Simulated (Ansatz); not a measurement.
Relaxation of a periodic cell of 17 atoms, Mg$_{9}$O$_{8}$ (host MgO, host structure Fm-3m, interstitial Mg), to a largest force component of 0.03 eV/Å in at most 60 steps.

The calculation used DFT LDA, scalar-relativistic, plane waves, PAW (Ansatz 0.2.0). Settings: PAW set soft_1, cutoff 420 eV, k mesh 2x2x2, fermi-dirac smearing 0.02 eV, no spin polarisation.

```xyz
17
Lattice="0.0000 4.3100 4.3100 4.3100 0.0000 4.3100 4.3100 4.3100 0.0000" Properties=species:S:1:pos:R:3:forces:R:3
Mg 0.000 0.000 0.000 5.93 5.88 5.95
O 2.155 2.155 2.155 -0.05 -0.05 -0.05
Mg 2.155 2.155 0.000 -5.21 -5.25 5.01
O 4.310 4.310 2.155 0.06 0.05 -0.06
Mg 2.155 0.000 2.155 -5.40 5.14 -5.38
O 4.310 2.155 4.310 0.05 -0.06 0.05
Mg 4.310 2.155 2.155 -0.58 0.59 0.59
O 6.465 4.310 4.310 0.10 -0.10 -0.10
Mg 0.000 2.155 2.155 5.04 -5.29 -5.24
O 2.155 4.310 4.310 -0.06 0.05 0.06
Mg 2.155 4.310 2.155 0.59 -0.58 0.59
O 4.310 6.465 4.310 -0.16 0.17 -0.16
Mg 2.155 2.155 4.310 0.59 0.59 -0.58
O 4.310 4.310 6.465 -0.08 -0.08 0.08
Mg 4.310 4.310 4.310 -0.58 -0.58 -0.58
O 6.465 6.465 6.465 0.41 0.42 0.41
Mg 3.258 3.267 -1.055 -0.65 -0.90 -0.58
```

**Question.** Where does it end, and by what steps?

**Answer.** It converged. The force dipped under the threshold on the way, but the program's further checks kept it going. Limits of this set-up: coarse k mesh, PAW files made for another functional. After 23 steps the energy has fallen by 5.880 eV; Mg1 moved furthest, 0.89 Å. Parted: Mg1–O8 (2.15 → 3.03 Å), Mg1–O12 (2.15 → 3.03 Å), Mg1–O14 (2.15 → 3.03 Å).

| step | energy less start (eV) | largest force component (eV/Å) | accepted |
| --- | --- | --- | --- |
| 0 | 0.0000 | 5.946 | yes |
| 1 | -4.1938 | 3.024 | yes |
| 2 | -5.6802 | 0.140 | yes |
| 3 | -5.6918 | 0.091 | yes |
| 4 | -5.6991 | 0.044 | yes |
| 5 | -5.7008 | 0.021 | yes |
| 6 | -5.7010 | 0.027 | yes |
| 7 | -5.7022 | 0.081 | yes |
| 8 | -5.7043 | 0.048 | yes |
| 9 | -5.5054 | 0.688 | no |
| 10 | -5.7031 | 0.146 | no |
| 11 | -5.7063 | 0.040 | yes |
| 12 | -5.7070 | 0.028 | yes |
| 13 | -5.7073 | 0.019 | yes |
| 14 | -5.7075 | 0.017 | yes |
| 15 | -5.7078 | 0.040 | yes |
| 16 | -5.7090 | 0.086 | yes |
| 17 | -5.7102 | 0.089 | yes |
| 18 | -5.7253 | 0.157 | yes |
| 19 | -5.7330 | 0.753 | yes |
| 20 | -5.8001 | 0.562 | yes |
| 21 | -5.8251 | 0.335 | yes |
| 22 | -5.8795 | 0.071 | yes |
| 23 | -5.8801 | 0.019 | yes |

```xyz
17
Lattice="0.0000 4.3100 4.3100 4.3100 0.0000 4.3100 4.3100 4.3100 0.0000" Properties=species:S:1:pos:R:3
Mg 0.513 0.513 0.513
O 2.072 2.072 2.071
Mg 2.087 2.087 -0.044
O 4.299 4.300 2.255
Mg 2.087 -0.043 2.087
O 4.299 2.255 4.299
Mg 4.252 2.095 2.093
O 6.234 4.207 4.205
Mg -0.044 2.087 2.087
O 2.255 4.300 4.299
Mg 2.094 4.253 2.094
O 4.206 6.234 4.205
Mg 2.093 2.094 4.252
O 4.206 4.207 6.234
Mg 4.248 4.248 4.248
O 6.447 6.448 6.447
Mg 3.629 3.629 -0.681
```

Time of the run: 86 s on 1 thread of Arm Neoverse V2, with other jobs on the host, peak memory 0.41 GiB.
